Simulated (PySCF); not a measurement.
# H9NSi3: the cost of one run

Computed with PySCF 2.14.0. Level: levels as typed in each script, gas phase, geometry from GFN2-xTB.

### Step 1. Starting geometry

SMILES `[SiH3]N([SiH3])[SiH3]`, 13 atoms, charge 0, spin multiplicity 1.

Bond lengths: Si1–N2 1.744 Å, Si1–H5 1.461 Å, Si1–H6 1.468 Å, Si1–H7 1.462 Å, N2–Si3 1.745 Å, N2–Si4 1.744 Å, Si3–H8 1.462 Å, Si3–H9 1.461 Å, Si3–H10 1.468 Å, Si4–H11 1.468 Å, Si4–H12 1.461 Å, Si4–H13 1.462 Å. Angles: N2–Si1–H5 107.6°, N2–Si1–H6 110.5°, N2–Si1–H7 107.6°, H5–Si1–H6 110.1°, H5–Si1–H7 110.9°, H6–Si1–H7 110.2°, Si1–N2–Si3 119.4°, Si1–N2–Si4 119.4°, Si3–N2–Si4 119.3°, N2–Si3–H8 107.6°, N2–Si3–H9 107.6°, N2–Si3–H10 110.5°, H8–Si3–H9 110.9°, H8–Si3–H10 110.1°, H9–Si3–H10 110.1°, N2–Si4–H11 110.5°, N2–Si4–H12 107.6°, N2–Si4–H13 107.5° and more.

Geometry (Å):

```mol
H9NSi3
  3D, bonds by distance, orders not assigned

 13 12  0  0  0  0  0  0  0  0999 V2000
    1.6766    0.4611   -0.0128 Si  0  0
    0.0003    0.0000    0.1286 N   0  0
   -1.2377    1.2212   -0.0127 Si  0  0
   -0.4390   -1.6823   -0.0126 Si  0  0
    2.4744   -0.5674    0.6511 H   0  0
    2.0633    0.5668   -1.4246 H   0  0
    1.8359    1.7534    0.6511 H   0  0
   -0.7456    2.4267    0.6510 H   0  0
   -2.4362    0.7134    0.6512 H   0  0
   -1.5236    1.5023   -1.4245 H   0  0
   -0.5408   -2.0701   -1.4245 H   0  0
   -1.7286   -1.8589    0.6512 H   0  0
    0.6006   -2.4664    0.6511 H   0  0
  1  2  8  0
  2  3  8  0
  2  4  8  0
  1  5  8  0
  1  6  8  0
  1  7  8  0
  3  8  8  0
  3  9  8  0
  3 10  8  0
  4 11  8  0
  4 12  8  0
  4 13  8  0
M  END
```

### Step 2. Density, bond paths and surface potential (B3LYP/def2-svpd)

input.py

```python
import numpy as np
from pyscf import gto, scf, dft
from pyscf.scf import atom_ks, atom_hf
from scipy.linalg import block_diag

def solve(mol, dm0=None, hcore=None):
    mf = (dft.UKS if mol.spin else dft.RKS)(mol, xc='b3lyp')
    mf.grids.level = 3
    mf = mf.density_fit(auxbasis='def2-universal-jkfit')
    mf.conv_tol, mf.max_cycle = 1e-8, 80
    if hcore is not None:
        mf.get_hcore = lambda *args: hcore
    mf.kernel(dm0)
    if not mf.converged:
        mf = mf.newton().run(mf.mo_coeff, mf.mo_occ, max_cycle=30)
    assert mf.converged, 'SCF not converged'
    return mf

mol = gto.M(atom='''
Si     1.67659     0.46108    -0.01276
N      0.00033     0.00003     0.12861
Si    -1.23773     1.22120    -0.01269
Si    -0.43898    -1.68228    -0.01265
H      2.47439    -0.56744     0.65109
H      2.06327     0.56676    -1.42460
H      1.83589     1.75343     0.65110
H     -0.74555     2.42674     0.65101
H     -2.43622     0.71336     0.65119
H     -1.52360     1.50229    -1.42453
H     -0.54078    -2.07009    -1.42447
H     -1.72861    -1.85889     0.65119
H      0.60059    -2.46640     0.65114
''', basis='def2-svpd', charge=0, spin=0, verbose=4)
mf = solve(mol)
mf.analyze()
# spherically averaged free atoms, for the promolecule
atm = atom_ks.get_atm_nrks(mol, xc='b3lyp')
pro = block_diag(*[(atm[a[0]][2] * atm[a[0]][3]) @ atm[a[0]][2].T for a in mol._atom])
np.savez('result.npz', e=mf.e_tot, c=mf.mo_coeff, occ=mf.mo_occ, eps=mf.mo_energy, pro=pro, dip=mf.dip_moment(verbose=0), s2=mf.spin_square()[0])
```

Started as:

```
OMP_NUM_THREADS=1 python input.py
```

**Question.** How long does this run take on 1 thread of Arm Neoverse V1, shared host, and how much memory does it need?

About 27 s, with a peak of 0.64 GiB.
